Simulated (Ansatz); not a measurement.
**SiBr (quartet): correlated methods under varied settings**

What do other methods and options give for SiBr (quartet) at this geometry, and how long do they take?

Method: the settings change from run to run; program: Ansatz 0.2.0, Gaussian basis.

10 further runs of the same task are left out: 5 that didn't finish, 5 set aside as unsound or not needed.

### 1 The system

The geometry is a PBE0/def2-TZVP stationary point (not a proven minimum) of the parent state, kept for this charge and spin. No spin-orbit coupling is included. The filled d shell of Br may be among the frozen orbitals whatever the setting's name suggests; the logs give the count.

2 atoms, charge 0, spin multiplicity 4.

Atoms are counted from 1 here; the program's logs count them from 0.

Bond lengths: Si1–Br2 2.232 Å.

### 2 MRCISD+Q(relaxed)(3,4)/cc-pVDZ

in.yaml reads:

```yaml
crystal:
  periodic: [false, false, false]
  atoms:
    - {symbol: Si, position_ang: [0.000000, 0.000000, 0.000000]}
    - {symbol: Br, position_ang: [0.000000, 0.000000, 2.231500]}
basis:
  gaussian: {orbitals: cc-pVDZ}
magnetization: {spin_polarized: false, initial_magnetization: 3}
correlation: {method: fic_mrcisd_q_relaxed, electrons: outside_noble_gas, active_space: {window: {electrons: 3, orbitals: 4}}}
```

Command:

```sh
ansatz run in.yaml --threads 1 --pin off --events-out ev --progress --plain --max-ram 2393MiB
```

Standard output (excerpt; [...] marks lines left out):

```text
Functional definition: HF
  name "HF"
  cite "Fock, Z. Phys. 61, 126 (1930) doi:10.1007/BF01340294"
  parent pbe
[...]
500 factors; integrals over basis functions are off by at most 1.0e-3 eV
[...]
mean field -77858.12955450 eV, -2861.2334869924 hartree, gradient 2.8e-6 eV, S^2 3.750000; 3 other end points of the search recorded, 0 dependent functions left out
reference -77858.12955450 eV, -2861.2334869924 hartree; 26, 23 occupied and 19, 22 virtual orbitals, 500 factors
state -77858.12955450 eV, -2861.2334869924 hartree
contracted CI cycle   1: correlation 0.00000000 eV, 0.0000000000 hartree, residual 1.59e1 eV
contracted CI cycle   2: correlation -4.28402408 eV, -0.1574349812 hartree, residual 2.07e0 eV
contracted CI cycle   3: correlation -4.40203315 eV, -0.1617717346 hartree, residual 7.42e-1 eV
contracted CI cycle   4: correlation -4.41637407 eV, -0.1622987535 hartree, residual 2.43e-1 eV
contracted CI cycle   5: correlation -4.41844849 eV, -0.1623749869 hartree, residual 1.00e-1 eV
contracted CI cycle   6: correlation -4.41873286 eV, -0.1623854374 hartree, residual 3.27e-2 eV
contracted CI cycle   7: correlation -4.41876253 eV, -0.1623865277 hartree, residual 1.04e-2 eV
contracted CI cycle   8: correlation -4.41876544 eV, -0.1623866347 hartree, residual 3.16e-3 eV
contracted CI cycle   9: correlation -4.41876569 eV, -0.1623866441 hartree, residual 9.49e-4 eV
state -77858.12955450 eV, -2861.2334869924 hartree; corrected -77862.96128456 eV, -2861.4110497970 hartree
WARN: 1 active orbitals are nearly empty or full. The corrections depend on them more than the energy does, and are more stable in an active space without them
Total energy: -77862.96128456 eV, -2861.4110497970 hartree
```

Wall time 4.1 s (1 thread of Arm Neoverse V1, shared host).

From the report: 2 determinants; active occupations 1.00, 1.00, 1.00, 0.00. The report marks this result as in doubt.

### 3 BCCD(T)/def2-SVP

in.yaml reads:

```yaml
crystal:
  periodic: [false, false, false]
  atoms:
    - {symbol: Si, position_ang: [0.000000, 0.000000, 0.000000]}
    - {symbol: Br, position_ang: [0.000000, 0.000000, 2.231500]}
basis:
  gaussian: {orbitals: def2-SVP}
magnetization: {spin_polarized: false, initial_magnetization: 3}
hamiltonian: {xc: {name: PBE0}}
correlation: {method: bccd_t, electrons: valence}
output: {forces: true}
```

Launched as before.

Standard output (excerpt; [...] marks lines left out):

```text
Functional definition: PBE0
  name "PBE0"
  cite "Adamo & Barone, J. Chem. Phys. 110, 6158 (1999) doi:10.1063/1.478522"
  cite "Perdew, Burke & Ernzerhof, Phys. Rev. Lett. 77, 3865 (1996) doi:10.1103/PhysRevLett.77.3865"
  parent pbe
[...]
469 factors; integrals over basis functions are off by at most 1.2e-3 eV
[...]
mean field -77897.81101173 eV, -2862.6917536484 hartree, gradient 1.4e-6 eV, S^2 3.750000; 0 other end points of the search recorded, 0 dependent functions left out
[...]
14 core orbitals not correlated: weight in the atoms' cores, before any rotation towards them, 1.000 or more for the frozen orbitals, at most 0.000 for the correlated occupied ones
reference -77847.42872752 eV, -2860.8402388540 hartree; 12, 9 occupied and 24, 27 virtual orbitals, 469 factors
second order -7.56989357 eV of doubles, -0.24981548 eV of singles
cycle   1  -7.70662643 eV  change    1.1e-1 eV  update   6.0e-2
[...]
cycle  13  -7.89369791 eV  change   -4.7e-7 eV  update   5.9e-7
perturbative correction -0.19686984 eV, -0.0072348333 hartree
[...]
Total energy: -77855.51929527 eV, -2861.1375617348 hartree
Atom 0 at     0.000000     0.000000     0.000000 Å, force     0.000000    -0.000000    -0.385602 eV/Å
Atom 1 at     0.000000     0.000000     2.231500 Å, force    -0.000000    -0.000000     0.385602 eV/Å
Dipole moment:    -0.000000     0.000000    -0.168099 e Å
```

It took 12 s on 1 thread of Arm Neoverse V1, shared host.

From the report: correlation -8.0906 eV; largest double amplitude 0.06.

### 4 BCCD/cc-pVDZ

in.yaml reads:

```yaml
crystal:
  periodic: [false, false, false]
  atoms:
    - {symbol: Si, position_ang: [0.000000, 0.000000, 0.000000]}
    - {symbol: Br, position_ang: [0.000000, 0.000000, 2.231500]}
basis:
  gaussian: {orbitals: cc-pVDZ}
magnetization: {spin_polarized: true, initial_magnetization: 3}
hamiltonian: {xc: {name: PBE0}}
correlation: {method: bccd, electrons: outside_noble_gas}
output: {forces: true}
```

Same command.

Standard output (excerpt; [...] marks lines left out):

```text
Functional definition: PBE0
  name "PBE0"
  cite "Adamo & Barone, J. Chem. Phys. 110, 6158 (1999) doi:10.1063/1.478522"
  cite "Perdew, Burke & Ernzerhof, Phys. Rev. Lett. 77, 3865 (1996) doi:10.1103/PhysRevLett.77.3865"
  parent pbe
[...]
500 factors; integrals over basis functions are off by at most 1.0e-3 eV
[...]
mean field -77908.11382965 eV, -2863.0703752233 hartree, gradient 7.2e-7 eV, S^2 3.752205; 0 other end points of the search recorded, 0 dependent functions left out
19 core orbitals not correlated: weight in the atoms' cores, before any rotation towards them, 1.000 or more for the frozen orbitals, at most 0.000 for the correlated occupied ones
reference -77857.82271865 eV, -2861.2222109827 hartree; 7, 4 occupied and 19, 22 virtual orbitals, 500 factors
second order -4.35532887 eV of doubles, -0.15132330 eV of singles
cycle   1  -4.77237119 eV  change   -2.7e-1 eV  update   5.7e-2
[...]
cycle  13  -4.90309862 eV  change    3.2e-7 eV  update   5.5e-7
[...]
Total energy: -77862.72581727 eV, -2861.4023965335 hartree
Atom 0 at     0.000000     0.000000     0.000000 Å, force     0.000000    -0.000000    -0.657314 eV/Å
Atom 1 at     0.000000     0.000000     2.231500 Å, force     0.000000    -0.000000     0.657314 eV/Å
Dipole moment:    -0.000000     0.000000    -0.147424 e Å
```

Wall time 4.9 s (1 thread of Arm Neoverse V1, shared host).

From the report: ⟨S²⟩ of the determinant 3.752 (pure quartet: 3.75); correlation -4.9031 eV; largest double amplitude 0.06.

### 5 HF/def2-mTZVP

in.yaml reads:

```yaml
crystal:
  periodic: [false, false, false]
  atoms:
    - {symbol: Si, position_ang: [0.000000, 0.000000, 0.000000]}
    - {symbol: Br, position_ang: [0.000000, 0.000000, 2.231500]}
basis:
  gaussian: {orbitals: def2-mTZVP}
magnetization: {spin_polarized: false, initial_magnetization: 3}
hamiltonian: {xc: hf}
scf: {lower_state_search: light}
output: {forces: true, orbitals: {seedname: orbitals}}
```

Launched as before.

Standard output:

```text
Functional definition: HF
  name "HF"
  cite "Fock, Z. Phys. 61, 126 (1930) doi:10.1007/BF01340294"
  parent pbe
  exchange = exact_x
  correlation = 0
500 factors; integrals over basis functions are off by at most 1.1e-3 eV
mean field evaluation 1: about -77857.6878 eV, gradient 7.5e0 eV
mean field evaluation 2: about -77857.7035 eV, gradient 7.6e0 eV
mean field evaluation 4: about -77858.7515 eV, gradient 1.9e0 eV
mean field evaluation 8: about -77858.8692 eV, gradient 2.0e-1 eV
mean field evaluation 16: about -77856.4371 eV, gradient 1.2e1 eV
mean field -77858.86941574 eV, -2861.2606763912 hartree, gradient 1.0e-5 eV, S^2 3.750000; 0 other end points of the search recorded, 0 dependent functions left out
the calculation of the forces begins
reference -77858.86941574 eV, -2861.2606763912 hartree; 26, 23 occupied and 32, 35 virtual orbitals, 500 factors
Total energy: -77858.86941574 eV, -2861.2606763912 hartree
Atom 0 at     0.000000     0.000000     0.000000 Å, force     0.000000    -0.000000    -0.018469 eV/Å
Atom 1 at     0.000000     0.000000     2.231500 Å, force    -0.000000    -0.000000     0.018469 eV/Å
Dipole moment:     0.000000    -0.000000    -0.385835 e Å
```

Run time: 0.89 s. Hardware: 1 thread of Arm Neoverse V1, shared host.

### 6 MRCISD+Q(5,8)/cc-pVDZ

in.yaml reads:

```yaml
crystal:
  periodic: [false, false, false]
  atoms:
    - {symbol: Si, position_ang: [0.000000, 0.000000, 0.000000]}
    - {symbol: Br, position_ang: [0.000000, 0.000000, 2.231500]}
basis:
  gaussian: {orbitals: cc-pVDZ}
magnetization: {spin_polarized: false, initial_magnetization: 3}
correlation: {method: fic_mrcisd_q, electrons: outside_noble_gas, active_space: {window: {electrons: 5, orbitals: 8}}}
scf: {lower_state_search: off}
```

Launched as before.

Standard output (excerpt; [...] marks lines left out):

```text
Functional definition: HF
  name "HF"
  cite "Fock, Z. Phys. 61, 126 (1930) doi:10.1007/BF01340294"
  parent pbe
[...]
500 factors; integrals over basis functions are off by at most 1.0e-3 eV
[...]
mean field -77858.12955450 eV, -2861.2334869924 hartree, gradient 2.8e-6 eV, S^2 3.750000; 0 other end points of the search recorded, 0 dependent functions left out
reference -77858.12955450 eV, -2861.2334869924 hartree; 26, 23 occupied and 19, 22 virtual orbitals, 500 factors
state -77858.85086772 eV, -2861.2599947639 hartree
contracted CI cycle   1: correlation 0.00000000 eV, 0.0000000000 hartree, residual 1.50e1 eV
contracted CI cycle   2: correlation -3.73491200 eV, -0.1372554843 hartree, residual 2.18e0 eV
contracted CI cycle   3: correlation -3.83236708 eV, -0.1408368925 hartree, residual 5.83e-1 eV
contracted CI cycle   4: correlation -3.83970349 eV, -0.1411065004 hartree, residual 1.60e-1 eV
contracted CI cycle   5: correlation -3.84034587 eV, -0.1411301078 hartree, residual 5.37e-2 eV
contracted CI cycle   6: correlation -3.84041982 eV, -0.1411328252 hartree, residual 1.74e-2 eV
contracted CI cycle   7: correlation -3.84042677 eV, -0.1411330805 hartree, residual 5.33e-3 eV
contracted CI cycle   8: correlation -3.84042750 eV, -0.1411331075 hartree, residual 1.75e-3 eV
contracted CI cycle   9: correlation -3.84042758 eV, -0.1411331105 hartree, residual 6.21e-4 eV
state -77858.85086772 eV, -2861.2599947639 hartree; corrected -77862.97712837 eV, -2861.4116320460 hartree
Total energy: -77862.97712837 eV, -2861.4116320460 hartree
Checks for a lower state left out: stability, starts, cluster_reference, orbital_swaps, neighbouring_geometries, increment
```

It took 6.5 s on 1 thread of Arm Neoverse V1, shared host.

From the report: 280 determinants; active occupations 1.97, 1.00, 1.00, 0.99, 0.02, 0.01, 0.01, 0.01.

### 7 NEVPT2(5,7)/def2-mTZVP

in.yaml reads:

```yaml
crystal:
  periodic: [false, false, false]
  atoms:
    - {symbol: Si, position_ang: [0.000000, 0.000000, 0.000000]}
    - {symbol: Br, position_ang: [0.000000, 0.000000, 2.231500]}
basis:
  gaussian: {orbitals: def2-mTZVP}
magnetization: {spin_polarized: false, initial_magnetization: 3}
correlation: {method: sc_nevpt2, electrons: outside_noble_gas, active_space: {window: {electrons: 5, orbitals: 7}}}
```

Launched as before.

Standard output:

```text
Functional definition: HF
  name "HF"
  cite "Fock, Z. Phys. 61, 126 (1930) doi:10.1007/BF01340294"
  parent pbe
  exchange = exact_x
  correlation = 0
500 factors; integrals over basis functions are off by at most 1.1e-3 eV
mean field evaluation 1: about -77857.6878 eV, gradient 7.5e0 eV
mean field evaluation 2: about -77857.7035 eV, gradient 7.6e0 eV
mean field evaluation 4: about -77858.7515 eV, gradient 1.9e0 eV
mean field evaluation 8: about -77858.8692 eV, gradient 2.0e-1 eV
mean field evaluation 16: about -77856.7273 eV, gradient 2.2e0 eV
mean field evaluation 32: about -77856.7273 eV, gradient 2.2e0 eV
mean field -77858.86941574 eV, -2861.2606763912 hartree, gradient 2.9e-6 eV, S^2 3.750000; 3 other end points of the search recorded, 0 dependent functions left out
reference -77858.86941574 eV, -2861.2606763912 hartree; 26, 23 occupied and 32, 35 virtual orbitals, 500 factors
state -77859.41923458 eV, -2861.2808818609 hartree
state -77859.41923458 eV, -2861.2808818609 hartree; corrected -77863.33906831 eV, -2861.4249330935 hartree
Total energy: -77863.33906831 eV, -2861.4249330935 hartree
```

Wall time 18 s (1 thread of Arm Neoverse V1, shared host).

From the report: 124 determinants; active occupations 1.97, 1.00, 1.00, 1.00, 0.02, 0.00, 0.00.

### 8 All runs side by side

Where basis and cores are those of an earlier UCCSDT(Q)/cc-pVDZ run (-77863.0032 eV), and the state is the same kind, the miss against it is given. † marks a result that the program doubts.

```tsv
level	correlated	functions	energy (eV)	from UCCSDT(Q) (meV)	time
MRCISD+Q(relaxed)(3,4)/cc-pVDZ †	outside noble gas	45	-77862.9613	42.0	4.1 s
BCCD(T)/def2-SVP (on PBE0 orbitals)	valence	50	-77855.5193		12 s
BCCD/cc-pVDZ (on PBE0 orbitals)	outside noble gas	45	-77862.7258	277.4	4.9 s
HF/def2-mTZVP		58	-77858.8694		0.89 s
MRCISD+Q(5,8)/cc-pVDZ	outside noble gas	45	-77862.9771	26.1	6.5 s
NEVPT2(5,7)/def2-mTZVP	outside noble gas	58	-77863.3391		18 s
```

### 9 What came out

```
quantity                         value
    runs                             6
quickest         HF/def2-mTZVP, 0.89 s
 slowest  NEVPT2(5,7)/def2-mTZVP, 18 s
```

**Reading.** Total energies in different bases, with other cores or another treatment of relativity can't be set against each other. NEVPT2(5,7)/def2-mTZVP took 20 times as long as HF/def2-mTZVP; the jobs differ in more than the method. Among the correlated runs with a miss given, it spans +26 to +277 meV. Cores frozen from Kohn-Sham orbitals shift the total energy.
